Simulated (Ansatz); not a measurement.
Write a Python script for the Ansatz DFT code, driven from Python that makes a single point in a Gaussian basis of FH6NSi3, SMILES F[SiH]1N[SiH2][SiH2]1. Level of theory: SVWN5, STO-3G basis, multiplicity 1.

```yaml
atoms:
  - { symbol: F, position_ang: [-1.7853, 1.1597, 1.4357] }
  - { symbol: Si, position_ang: [-1.2813, 0.4349, 0.1389] }
  - { symbol: N, position_ang: [0.0172, 1.3431, -0.4447] }
  - { symbol: Si, position_ang: [1.1946, 0.0713, -0.7784] }
  - { symbol: Si, position_ang: [0.0284, -1.3566, 0.6270] }
  - { symbol: H, position_ang: [-2.2898, 0.2798, -0.9291] }
  - { symbol: H, position_ang: [0.4306, 1.9029, 0.3450] }
  - { symbol: H, position_ang: [1.0375, -0.2886, -2.2114] }
  - { symbol: H, position_ang: [2.4828, 0.4773, -0.3030] }
  - { symbol: H, position_ang: [-0.3576, -2.6745, 0.0932] }
  - { symbol: H, position_ang: [0.5882, -1.4065, 2.0474] }
```

`fh6nsi3.py`:
```python
# -*- coding: utf-8 -*-
'''Electronic structure of the FH6NSi3 molecule.'''

import warnings

import ansatz as az
from ase import Atoms


def main():
    warnings.simplefilter('ignore', az.DeckWarning)

    atoms = Atoms(['F', 'Si', 'N', 'Si', 'Si', 'H', 'H', 'H', 'H', 'H', 'H'], positions=[
        (-1.7853, 1.1597, 1.4357),
        (-1.2813, 0.4349, 0.1389),
        (0.0172, 1.3431, -0.4447),
        (1.1946, 0.0713, -0.7784),
        (0.0284, -1.3566, 0.627),
        (-2.2898, 0.2798, -0.9291),
        (0.4306, 1.9029, 0.345),
        (1.0375, -0.2886, -2.2114),
        (2.4828, 0.4773, -0.303),
        (-0.3576, -2.6745, 0.0932),
        (0.5882, -1.4065, 2.0474),
    ])
    mol = az.Crystal.molecule_from_ase(atoms)

    base = mol.calculation()
    base = base.basis(gaussian='STO-3G').functional(az.LibraryFunctional('SVWN5'))
    print(base.to_yaml())
    result = base.run(threads=1, backend='cpu')
    rep = result.report

    print(f'E = {rep["free_energy_ev"]:.6f} eV = {rep["free_energy_ev"] / 27.211386246:.7f} Ha')
    print('converged:', rep['converged'], ' doubts:', rep['published_state_doubts'] or 'none')


if __name__ == '__main__':
    main()
```

`python fh6nsi3.py` gives:
```text
crystal:
  periodic: [false, false, false]
  atoms:
    - { symbol: F, position_ang: [-1.7853, 1.1597, 1.4357] }
    - { symbol: Si, position_ang: [-1.2813, 0.4349, 0.1389] }
    - { symbol: "N", position_ang: [0.0172, 1.3431, -0.4447] }
    - { symbol: Si, position_ang: [1.1946, 0.0713, -0.7784] }
    - { symbol: Si, position_ang: [0.0284, -1.3566, 0.627] }
    - { symbol: H, position_ang: [-2.2898, 0.2798, -0.9291] }
    - { symbol: H, position_ang: [0.4306, 1.9029, 0.345] }
    - { symbol: H, position_ang: [1.0375, -0.2886, -2.2114] }
    - { symbol: H, position_ang: [2.4828, 0.4773, -0.303] }
    - { symbol: H, position_ang: [-0.3576, -2.6745, 0.0932] }
    - { symbol: H, position_ang: [0.5882, -1.4065, 2.0474] }
basis:
  gaussian:
    orbitals: STO-3G
hamiltonian:
  xc:
    name: SVWN5

E = -27476.903281 eV = -1009.7575711 Ha
converged: True  doubts: none
```

Notes:
- These settings explore the input space; basis and method may be short of convergence.
- The geometry is a force-field or estimated start, not a minimum of this method, and the basis set is short of its limit.
- Wall time of the script: 1.4 s on 1 thread of Arm Neoverse V2, on a shared host, peak memory 0.16 GiB.

(A comment or docstring line of the script was reworded after the run, the code is as it ran; lines on the test bed's own set-up are left out of the output.)
